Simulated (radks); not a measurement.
**Mn²⁺ in [Ar] 3d5: an all-electron calculation**

An exercise on one series of results from a longer session: the logs are not shown, and one member is left open.

Method: scalar-relativistic Kohn-Sham, PBE, spin-polarised, spherical densities, finite nucleus; open shells are filled with parallel spins first. Code: radks (a radial shooting solver on a logarithmic mesh, Libxc functionals) version 1.

**The atom as given**

| Item | Value |
| --- | --- |
| element | manganese (Z = 25) |
| charge | +2 |
| electrons | 23 |
| configuration | [Ar] 3d5 |
| nuclear rms radius | 3.7057 fm |

The outer shells:

Mn²⁺
```
[Ar] core
3d [↑ ][↑ ][↑ ][↑ ][↑ ]
```

Set-up of the first run:

Input:

```text
Z 25
configuration [Ar] 3d5 4s0 4p0
relativity scalar-relativistic
functional pbe,pbe
spin polarised
nucleus finite rms 3.7057 fm
c 137.035999084
```

Steps of the session up to this table: Self-consistent calculation.

One of the session's tables, all rows but one given; the rest of the session is left out.

It belongs to the step «Orbitals and density». Radial moments (bohr):

| level | <r> | outermost maximum (interpolated) | 90 % within | nodes |
| --- | --- | --- | --- | --- |
| 1s down | 0.06090 | 0.0399 | 0.109 | 0 |
| 1s up | 0.06090 | 0.0399 | 0.109 | 0 |
| 2s up | 0.2797 | 0.233 | 0.434 | 1 |
| 2s down | 0.2791 | 0.232 | 0.433 | 1 |
| 2p up | ? | ? | ? | ? |
| 2p down | 0.2468 | 0.188 | 0.404 | 0 |
| 3s up | 0.8517 | 0.737 | 1.28 | 2 |
| 3s down | 0.8545 | 0.737 | 1.28 | 2 |
| 3p up | 0.9030 | 0.753 | 1.39 | 1 |
| 3p down | 0.9088 | 0.754 | 1.40 | 1 |
| 3d up | 1.131 | 0.760 | 1.94 | 0 |
| 3d down | 1.190 | 0.770 | 2.07 | 0 |
| 4s up | 2.557 | 2.23 | 3.75 | 3 |
| 4p up | 3.031 | 2.64 | 4.47 | 2 |

Q: Estimate the row for 2p up from the others.

**Answer.** <r>: 0.2474; outermost maximum (interpolated): 0.188; 90 % within: 0.406; nodes: 0. In the column «<r>» it lies between 2p down (0.2468) and 2s down (0.2791).

Limits of these values: Open shells are spherical and high-spin; term and fine-structure splittings are not resolved.
